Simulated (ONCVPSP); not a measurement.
# Zirconium: generating and testing an ONCV potential

Task: generate the file, and judge it by its errors in other configurations, its logarithmic derivatives, its ghosts and its cutoff.

Program: ONCVPSP 4.0.1. Reference atom: LDA (Perdew-Wang 92), scalar-relativistic, spherical and spin-unpolarised. All values are calculated.

## 1. The design

Typed settings, in words:

| Quantity | Value |
| --- | --- |
| element | zirconium (Zr, Z = 40) |
| type | optimised norm-conserving Vanderbilt (ONCV) |
| frozen core | [Kr] |
| valence charge | 4 |
| reference configuration | 4d2 5s2 |
| partial waves | 5s: rc 3.35 bohr, ncon 3, nbas 6, qcut 1.6 1/bohr, 1 projector; p scattering state at 0.02 Ha: rc 3.10 bohr, ncon 3, nbas 6, qcut 2.7 1/bohr, 1 projector; 4d: rc 1.75 bohr, ncon 4, nbas 9, qcut 5.9 1/bohr, 2 projectors, debl 0.9 Ha; f scattering state at 0.04 Ha: rc 3.45 bohr, ncon 5, nbas 10, qcut 2.8 1/bohr, 2 projectors, debl 3.6 Ha |
| local potential | polynomial inside 1.50 bohr (lpopt 5, dvloc0 0 Ha) |
| core correction | not asked for |

An earlier all-electron run gives the scale for the radii.

All-electron outer shells of the reference configuration (LDA (PZ), scalar-relativistic, ld1.x):

```tsv
shell	level (eV)	outermost node (bohr)	outermost maximum (bohr)
4p	-32.50	0.56	1.17
5s	-4.60	1.47	3.11
4d	-3.74	0.58	1.61
5p	-1.55	1.70	4.15
```

## 2. The generation run

The input, Zr.dat:

```
# ATOM AND REFERENCE CONFIGURATION
# atsym  z   nc   nv     iexc    psfile
  Zr 40.00    8    2  -001012      upf
#
#   n    l    f
    1    0    2.00
    2    0    2.00
    2    1    6.00
    3    0    2.00
    3    1    6.00
    3    2   10.00
    4    0    2.00
    4    1    6.00
    4    2    2.00
    5    0    2.00
#
# PSEUDOPOTENTIAL AND OPTIMIZATION
# lmax
    3
#
#   l,   rc,      ep,       ncon, nbas, qcut
    0    3.35    0.00    3    6    1.60
    1    3.10    0.02    3    6    2.70
    2    1.75    0.00    4    9    5.90
    3    3.45    0.04    5   10    2.80
#
# LOCAL POTENTIAL
# lloc, lpopt,  rc(5),   dvloc0
    4    5    1.50    0.00
#
# VANDERBILT-KLEINMAN-BYLANDER PROJECTORs
# l, nproj, debl
    0    1    1.20
    1    1    1.50
    2    2    0.90
    3    2    3.60
#
# MODEL CORE CHARGE
# icmod, fcfact, rcfact
    0    0.00    0.00
#
# LOG DERIVATIVE ANALYSIS
# epsh1, epsh2, depsh
   -2.00    5.00    0.02
#
# OUTPUT GRID
# rlmax, drl
    6.00    0.01
#
# TEST CONFIGURATIONS
# ncnf
    4
# nvcnf
#   n    l    f
    2
    4    2    2.00
    5    0    1.00
#
    2
    4    2    2.00
    5    0    0.00
#
    2
    4    2    1.00
    5    0    0.00
#
    3
    4    2    2.00
    5    0    0.00
    5    1    2.00
#
```

Started as:

```bash
$ oncvpsp.x < Zr.dat > Zr.out
```

**Question.** What will these runs give? Wanted: cutoffs for 1 and 0.1 mHa per electron, occupied waves; bound ghosts; GHOST(+) flags; largest test error; largest phase difference near zero energy, channels read; projector energies reset by the program.

The runs gave:

| quantity | value |
| --- | --- |
| cutoffs for 1 and 0.1 mHa per electron, occupied waves | 14 Ha and 18 Ha |
| bound ghosts | s at -79.12 eV, p at -28.35 eV |
| GHOST(+) flags | none at low energy |
| largest test error (AE − PS) | +157 meV, for 4d1 5s0 |
| largest phase difference near zero energy, channels read | 0.066 rad |
| projector energies reset by the program | p: 0.050 Ha |

In words: A bound ghost (s, p) makes it unfit for use: electrons can fall into a state that the atom doesn't have. By total energies transferability is poor: the largest error is 157 meV on 43.4 eV, for 4d1 5s0. The potential is soft on the atom at that tolerance: the looser tolerance needs 14 Ha. At the looser tolerance the 4d wave is the slowest; 5s needs 4 Ha. Of the channels read, s scatters worst near zero energy, by up to 0.07 rad. All of this concerns the isolated atom, not yet a solid.
